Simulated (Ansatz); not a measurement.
# C2H10AlBSi: the cost of one run

Program: Ansatz 0.2.0. Level of theory: RKS PBE-D4/def2-SVP. These are calculated values, not measurements.

**1. Starting point**

Bond lengths: C1–B2 1.532 Å, B2–Al3 2.059 Å, Al3–Si4 2.294 Å, Si4–C5 1.899 Å, C1–H6 1.076 Å, C1–H7 1.129 Å, C1–H8 1.163 Å, B2–H9 1.226 Å, Al3–H10 1.632 Å, Si4–H11 1.537 Å, Si4–H12 1.423 Å, C5–H13 1.105 Å, C5–H14 1.090 Å, C5–H15 1.124 Å. Angles (14 of 24 angles, heavy atoms first): C1–B2–Al3 119.0°, B2–Al3–Si4 122.4°, Al3–Si4–C5 109.7°, C1–B2–H9 119.6°, Al3–B2–H9 121.4°, B2–C1–H6 114.6°, B2–C1–H7 110.3°, B2–C1–H8 108.0°, B2–Al3–H10 118.2°, Si4–Al3–H10 119.4°, Al3–Si4–H11 108.3°, Al3–Si4–H12 112.9°, C5–Si4–H11 105.4°, C5–Si4–H12 109.9°.

Structure file:

```xyz
15

C    -0.9285    0.5243    2.0190
B     0.6034    0.4867    2.0282
Al    1.5922   -0.3131    0.4087
Si    0.4855   -1.1140   -1.4336
C    -0.6040    0.2545   -2.1726
H    -1.3990   -0.4340    1.8842
H    -1.3143    1.0089    2.9634
H    -1.2662    1.2250    1.1548
H     1.2130    0.8989    3.0089
H     3.2221   -0.3866    0.4582
H    -0.4916   -2.2072   -0.9709
H     1.3642   -1.6248   -2.4289
H     0.0158    1.1149   -2.4828
H    -1.1918   -0.1018   -3.0183
H    -1.3226    0.6176   -1.3890
```

**2. End point A**

Contents of input.yaml:

```yaml
crystal:
  periodic: [false, false, false]
  atoms:
    - { symbol: C, position_ang: [-0.9285, 0.5243, 2.019] }
    - { symbol: B, position_ang: [0.6034, 0.4867, 2.0282] }
    - { symbol: Al, position_ang: [1.5922, -0.3131, 0.4087] }
    - { symbol: Si, position_ang: [0.4855, -1.114, -1.4336] }
    - { symbol: C, position_ang: [-0.604, 0.2545, -2.1726] }
    - { symbol: H, position_ang: [-1.399, -0.434, 1.8842] }
    - { symbol: H, position_ang: [-1.3143, 1.0089, 2.9634] }
    - { symbol: H, position_ang: [-1.2662, 1.225, 1.1548] }
    - { symbol: H, position_ang: [1.213, 0.8989, 3.0089] }
    - { symbol: H, position_ang: [3.2221, -0.3866, 0.4582] }
    - { symbol: H, position_ang: [-0.4916, -2.2072, -0.9709] }
    - { symbol: H, position_ang: [1.3642, -1.6248, -2.4289] }
    - { symbol: H, position_ang: [0.0158, 1.1149, -2.4828] }
    - { symbol: H, position_ang: [-1.1918, -0.1018, -3.0183] }
    - { symbol: H, position_ang: [-1.3226, 0.6176, -1.389] }
basis:
  gaussian: { orbitals: def2-SVP }
hamiltonian:
  xc: pbe
  dispersion: d4
relax:
  f_tol: 0.02
  max_steps: 50
output:
  orbitals: {}
```

The run is started by

```bash
$ ansatz run input.yaml --threads 2 --pin off --max-ram 3072MiB --backend cpu --events-out ev --progress --plain --runs-dir out
```

Q: Estimate wall time and peak memory on 2 threads of Arm Neoverse V2, shared host.

About 86 s, with a peak of 0.17 GiB.
